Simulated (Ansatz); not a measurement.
**TaWC2 under changes of volume**

One of the cells (10.916 Å³/atom); the others are scaled copies at fixed shape and fractional positions:

```xyz
4
Lattice="1.5719 0.9075 5.1016 -1.5719 0.9075 5.1016 0.0000 -1.8150 5.1016" Properties=species:S:1:pos:R:3 pbc="T T T"
W     0.0000    0.0000    0.0000
Ta    0.0000    0.0000    7.6524
C     0.0000    0.0000    3.8405
C     0.0000    0.0000   11.4644
```

The cell comes from a database or a generator and needn't be the stable form of this composition.

```yaml
Program: Ansatz 0.2.0
Functional: PBE
Potentials_or_basis: Ansatz PAW
Cutoff: "420 eV (not typed: the program's choice for these potentials)"
k_mesh: 10 × 10 × 10
Occupations: fermi-dirac, width 0.05 eV
Spin: no spin polarisation
```

```tsv
volume (Å³/atom)	energy over the lowest point (meV/atom)	pressure (GPa)	largest force (eV/Å)
10.261	35.03	21.0	0.071
10.479	?	?	?
10.698	1.18	4.5	0.061
10.916	0.00	-2.6	0.056
11.134	7.93	-8.9	0.051
11.353	24.04	-14.6	0.046
11.571	47.51	-19.7	0.040
```

What does the run at 10.479 Å³/atom give?

Energy over the lowest point 12.47 meV/atom; pressure 12.3 GPa; largest force 0.066 eV/Å.

Worked out: A Birch-Murnaghan fit of order 3 (a polynomial in V^(-2/3)) to the other rows has its minimum at 10.83 Å³/atom with B0 = V·E''(V) = 345 GPa and B' = 4.2 at fixed shape and positions, which overstates the stiffness. It gives 12.51 meV/atom at 10.479 Å³/atom, against the run's 12.47, and -dE/dV = 12.3 GPa, against 12.3.

Energies are extrapolated to zero smearing.
